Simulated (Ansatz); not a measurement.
# Na2Pd: the cost of one run

Method: DFT PBE, scalar-relativistic, plane waves, PAW, in Ansatz 0.2.0.

2 further runs of the same task are left out: 1 that didn't finish, 1 set aside as unsound or not needed.

## 1. The system as given

Symmetry: P-3m1, No. 164, trigonal system. The conventional cell has a = 3.131 Å, b = 3.131 Å, c = 7.965 Å, α = 90.00°, β = 90.00°, γ = 120.00°. Around Na (site symmetry 3m) lie 3 Pd at 2.91 Å and 6 Na at 3.13 Å. Pd (site symmetry -3m) is surrounded by 6 Na at 2.91 Å and 6 Pd at 3.13 Å.

Structure file:

```
Na Pd
1.0
     3.13084    0.00000    0.00000
    -1.56542    2.71139    0.00000
     0.00000    0.00000    7.96545
Na Pd
2 1
Direct
  0.33333 0.66667 0.28639
  0.66667 0.33333 0.71361
  0.00000 0.00000 0.00000
```

The start is the relaxed end of an invented cell (made as: species swapped into a database cell of Ta2C (P-3m1, No. 164)), taken up again for a closer look.

## 2. Probe: one point on a coarse mesh

The input, input.yaml:

```yaml
crystal:
  lattice:
    - [3.130839, 0.0, 0.0]
    - [-1.5654195, 2.7113861, 0.0]
    - [0.0, 0.0, 7.9654484]
  atoms:
    - { symbol: Na, position: [0.3333333, 0.6666667, 0.286386] }
    - { symbol: Na, position: [0.6666667, 0.3333333, 0.713614] }
    - { symbol: Pd, position: [0.0, 0.0, 0.0] }
basis:
  ecutwfc: 420
kpoints:
  mp_grid: { grid: [6, 6, 2] }
hamiltonian:
  xc: pbe
scf:
  occupations: { method: gaussian, width: 0.1 }
  lower_state_search: "off"
output:
  forces: true
  stress: true
  eigenvalues: true
```

Run with:

```
> ansatz run input.yaml --threads 1 --pin off --max-ram 3072MiB --backend cpu --events-out ev --progress --plain --runs-dir out
```

**Question.** How long does this run take on 1 thread of Arm Neoverse V1, shared host, and how much memory does it need?

About 1.3 s, with a peak of 0.29 GiB.
